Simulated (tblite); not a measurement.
# C6H9BO2: the cost of one run

Computed with tblite 0.8.0 and PySCF 2.14.0, with density-fitted response routines of our own, on a single molecule, in the gas phase or a continuum. Atoms count from 0, in the outputs and in this text.

## (1) The starting structure

18 atoms, charge 0, multiplicity 1; geometry from: force field or distance geometry start.

Bonds of the start (Å): C0–C1 1.36, C1–C2 1.47, C2–C3 1.52, C3–O4 1.24, O4–B5 1.49, B5–O6 1.49, O6–C7 1.39, C7–C8 1.32, C8–C3 1.45, C0–H9 1.08, C0–H10 1.08, C1–H11 1.09, C2–H12 1.12, C2–H13 1.11, B5–H14 1.21, B5–H15 1.20, C7–H16 1.09, C8–H17 1.08.

## (2) Optimising the geometry with GFN2-xTB

The job: settings as JSON, then the geometry in Å.

```
{"job": {"kind": "relax", "xc": "GFN2-xTB", "basis": "xTB"}, "charge": 0, "multiplicity": 1}
C      2.897100     0.471000     0.871300
C      2.020600     0.142800    -0.119300
C      1.138000    -1.024500    -0.017900
C     -0.278300    -0.479900    -0.129200
O     -1.189100    -1.324900    -0.065100
B     -2.622400    -0.915200    -0.163500
O     -2.792300     0.560600    -0.310900
C     -1.716200     1.441000    -0.349500
C     -0.489600     0.947700    -0.264000
H      3.500500     1.351100     0.703900
H      2.936400    -0.127300     1.774700
H      1.976700     0.748600    -1.023100
H      1.152900    -1.523500     0.985700
H      1.347700    -1.715200    -0.858800
H     -3.198900    -1.301900     0.826200
H     -3.150400    -1.424500    -1.109200
H     -1.851200     2.513700    -0.457300
H      0.309800     1.666600    -0.305700
```

Launch:

```bash
OMP_NUM_THREADS=1 python probes_run.py task.json out
```

One launch serves the whole session: the jobs run in the order shown.

Q: Estimate the wall time and peak memory of this first job on 1 thread of Intel Xeon at 2.50GHz, shared host.

About 2.4 s, with a peak of 0.18 GiB.
